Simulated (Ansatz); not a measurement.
# CH5BFNS: one species, many methods

Aim: compute CH5BFNS with functionals from several rungs and with coupled cluster, and see how far each lands from CCSD(T) at the basis-set limit for the atomisation energy.

Method: functionals in def2-TZVPP, the program's frozen cores in correlated methods; program: Ansatz 0.2.0, Gaussian basis.

Plan: PBE-D4, r2SCAN-D4, PBE0-D4, B3LYP-D4, ωB97X-V, ωB97M-V, B2PLYP; CCSD(T)/def2-TZVPP; MP2/def2-QZVPP; extrapolation to the limit.

### Step 1. The geometry

An earlier PBE0-D4/def2-TZVP relaxation fixed the geometry.

SMILES `BNC(F)S`, 10 atoms, charge 0, spin multiplicity 1.

Atoms are counted from 1 here; the program's logs count them from 0.

Bond lengths: B1–N2 1.392 Å, B1–H6 1.194 Å, B1–H7 1.193 Å, N2–C3 1.421 Å, N2–H8 1.010 Å, C3–F4 1.384 Å, C3–S5 1.805 Å, C3–H9 1.093 Å, S5–H10 1.343 Å. Angles: N2–B1–H6 117.8°, N2–B1–H7 120.0°, H6–B1–H7 122.3°, B1–N2–C3 129.6°, B1–N2–H8 119.0°, C3–N2–H8 111.4°, N2–C3–F4 109.1°, N2–C3–S5 111.7°, N2–C3–H9 110.8°, F4–C3–S5 110.5°, F4–C3–H9 105.4°, S5–C3–H9 109.1°, C3–S5–H10 92.4°.

Geometry (Å):

```xyz
10

B     0.05858    1.28439    1.06226
N     0.26484   -0.06460    0.78728
C     0.02445   -0.79126   -0.40941
F    -1.02067   -1.67516   -0.20147
S    -0.34190    0.30610   -1.79492
H     0.30141    1.67037    2.16568
H    -0.33581    2.01337    0.20483
H     0.59080   -0.67023    1.52671
H     0.88449   -1.41476   -0.66467
H    -0.34309   -0.70932   -2.67330
```

### Step 2. PBE-D4 (GGA)

in.yaml

```yaml
crystal:
  periodic: [false, false, false]
  atoms:
    - {symbol: B, position_ang: [0.058583, 1.284394, 1.062261]}
    - {symbol: N, position_ang: [0.264836, -0.064601, 0.787281]}
    - {symbol: C, position_ang: [0.024454, -0.791259, -0.409413]}
    - {symbol: F, position_ang: [-1.020668, -1.675164, -0.201467]}
    - {symbol: S, position_ang: [-0.341896, 0.306097, -1.794919]}
    - {symbol: H, position_ang: [0.301412, 1.670369, 2.165683]}
    - {symbol: H, position_ang: [-0.335815, 2.013366, 0.204835]}
    - {symbol: H, position_ang: [0.590800, -0.670233, 1.526714]}
    - {symbol: H, position_ang: [0.884486, -1.414756, -0.664672]}
    - {symbol: H, position_ang: [-0.343094, -0.709315, -2.673302]}
basis:
  gaussian: {orbitals: def2-TZVPP}
hamiltonian: {xc: pbe, dispersion: d4}
output: {forces: true, orbitals: {seedname: orbitals}}
```

On the command line:

```console
> ansatz run in.yaml --threads 4 --pin off --events-out ev --progress --plain --max-ram 10444MiB
```

The runs that follow: r2SCAN-D4 (meta-GGA); PBE0-D4 (hybrid); B3LYP-D4 (hybrid); ωB97X-V (range-separated); ωB97M-V (range-separated); B2PLYP (double hybrid); CCSD(T) in def2-TZVPP; MP2 in def2-QZVPP.

Before running them: what should the planned runs give, taken together? Wanted: atomisation energy, CCSD(T)/CBS; farthest; mean size of error, hybrid; mean size of error, range-separated; gap, smallest and largest; T1 diagnostic; triples share of the correlation energy.

**Answer**, as computed:

```
                               quantity                                  value
        atomisation energy, CCSD(T)/CBS                          3579.3 kJ/mol
 functionals within 17.9 kJ/mol (0.5 %)  none; nearest B3LYP-D4 (+22.9 kJ/mol)
                               farthest                 PBE-D4 (+118.9 kJ/mol)
             mean size of error, hybrid                            27.0 kJ/mol
    mean size of error, range-separated                            36.3 kJ/mol
              gap, smallest and largest   4.85 eV (PBE-D4), 11.69 eV (ωB97X-V)
                          T1 diagnostic                                 0.0130
triples share of the correlation energy                                  3.8 %
```

PBE-D4 misses by +118.9 kJ/mol, or 13.2 kJ/mol for each of 9 bonds. Double hybrids carry the basis error of their MP2 part in triple zeta, and no dispersion term here, so their miss is partly the set-up's. Misses under about 17.9 kJ/mol are within the doubt on the reference itself, which lacks core-valence correlation, relativity and higher excitations. Hartree-Fock recovers 71 % of the binding; the rest is correlation. Orbital gaps span 4.9 to 11.7 eV; exact exchange widens them.
